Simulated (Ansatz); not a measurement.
# ReSe: the cost of one run

Computed with Ansatz 0.2.0 (DFT r²SCAN, scalar-relativistic, plane waves, PAW, unless a step's input says otherwise).

5 further runs of the same task are left out: 4 that didn't finish, 1 set aside as unsound or not needed. Runs told in other sessions of the task aren't counted.

### Step 1. The starting structure

It takes space group Fm-3m (No. 225, cubic). The conventional cell has a = 5.242 Å, b = 5.242 Å, c = 5.242 Å, α = 90.00°, β = 90.00°, γ = 90.00°. Re (site symmetry m-3m) has 6 Se at 2.62 Å in its first shell of neighbours. Se (site symmetry m-3m) has 6 Re at 2.62 Å in its first shell of neighbours.

As a file:

```
CELL_PARAMETERS angstrom
0.00000 2.62076 2.62076
2.62076 0.00000 2.62076
2.62076 2.62076 0.00000
ATOMIC_POSITIONS crystal
Re 0.50000 0.50000 0.50000
Se 0.00000 0.00000 0.00000
```

An earlier run at r²SCAN left this cell at 18.000 Å³/atom and -0.03 GPa (12×12×12 mesh).

Volume factors to run: 0.980, 1.020, 0.960, 1.040, 1.070.

### Step 2. Volume × 0.980

Contents of input.yaml:

```yaml
crystal:
  lattice:
    - [0.0, 2.6031660287, 2.6031660287]
    - [2.6031660287, 0.0, 2.6031660287]
    - [2.6031660287, 2.6031660287, 0.0]
  atoms:
    - { symbol: Re, position: [0.5, 0.5, 0.5], spin: 1.95 }
    - { symbol: Se, position: [0.0, 0.0, 0.0] }
basis:
  ecutwfc: 500
  ecutrho_ratio: 4
kpoints:
  mp_grid: { grid: [12, 12, 12] }
hamiltonian:
  xc: r2scan
scf:
  occupations: { method: gaussian, width: 0.05 }
output:
  forces: true
  stress: true
  eigenvalues: true
  populations: true
magnetization:
  spin_polarized: true
```

Launch:

```bash
> ansatz run input.yaml --threads 2 --pin off --max-ram 2662MiB --backend cpu --events-out ev --progress --plain --runs-dir out
```

Q: Estimate wall time and peak memory on 2 threads of Arm Neoverse V1, shared host.

About 13 s, with a peak of 0.48 GiB.
